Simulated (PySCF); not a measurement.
# SrLi−: bond curves at several levels of theory

The task here is to estimate one member of a computed series from the others.

Computed with PySCF 2.14.0. Level: Sr def2-SVPD with ECP28, Li def2-SVPD, scalar-relativistic core potentials.

4 further runs of the same task are left out: 4 set aside as unsound or not needed.

The first run:

Settings of the job:

```yaml
atoms: Sr, Li
charge: -1
basis: Sr def2-SVPD with ECP28, Li def2-SVPD
Hamiltonian: scalar-relativistic core potentials
basis_functions: 38
electrons_treated: 14
masses_in_u: 87.9056, 7.0160
levels: PBE0, PBE, r²SCAN, B3LYP, M06-2X, LDA, ωB97X, MP2, SCS-MP2, CCSD, CCSD(T)
grid: 80 radial by 434 angular points
occupations: held fixed by the projection of orbital angular momentum
dissociation_limit: Sr + Li−, each in its ground configuration
starting_distance_in_angstrom: 3.095
values_of_2S_to_try: 0, 2
```

Launch:

```console
OMP_NUM_THREADS=1 python dia.py task.json out
```

Among the steps run: Input; First curve: PBE0; PBE (GGA); r²SCAN (meta-GGA); B3LYP (global hybrid GGA); M06-2X (hybrid meta-GGA); LDA (local density); ωB97X; Correlated methods on the Hartree–Fock reference.

One table of the session follows, with a row left open; its other results are not shown here.

Energy (eV) from each level's lowest point:

| R (Å) | RHF-MP2 | RHF-SCS-MP2 | RHF-CCSD | RHF-CCSD(T) | LDA |
| --- | --- | --- | --- | --- | --- |
| 3.398 | 0.136 | 0.143 | n/a | n/a | 0.067 |
| 3.556 | 0.072 | 0.076 | 0.061 | 0.053 | 0.024 |
| 3.714 | 0.031 | 0.034 | 0.025 | 0.019 | 0.004 |
| 3.833 | 0.014 | 0.015 | 0.009 | 0.006 | 0.000 |
| 3.951 | 0.004 | 0.005 | 0.002 | 0.000 | 0.003 |
| 4.069 | 0.000 | 0.000 | 0.000 | 0.000 | 0.012 |
| 4.228 | ? | ? | ? | ? | ? |
| 4.425 | 0.015 | 0.012 | 0.020 | 0.025 | 0.057 |
| 4.662 | 0.037 | 0.033 | 0.045 | 0.053 | 0.095 |
| 4.978 | 0.075 | 0.069 | n/a | n/a | 0.149 |

Estimate the missing values for R (Å) = 4.228.

Worked estimate for «RHF-MP2». A straight line through the neighbours (4.069, 0.000) and (4.425, 0.015) gives 0.000 + (0.015 − 0.000) × (4.228 − 4.069) / (4.425 − 4.069) = 0.007; a parabola fitted to 4 rows on both sides gives 0.004.

**Answer.** RHF-MP2: 0.003; RHF-SCS-MP2: 0.001; RHF-CCSD: 0.005; RHF-CCSD(T): 0.008; LDA: 0.029. In «RHF-MP2» the line misses by +0.004 and the parabola by +0.001.
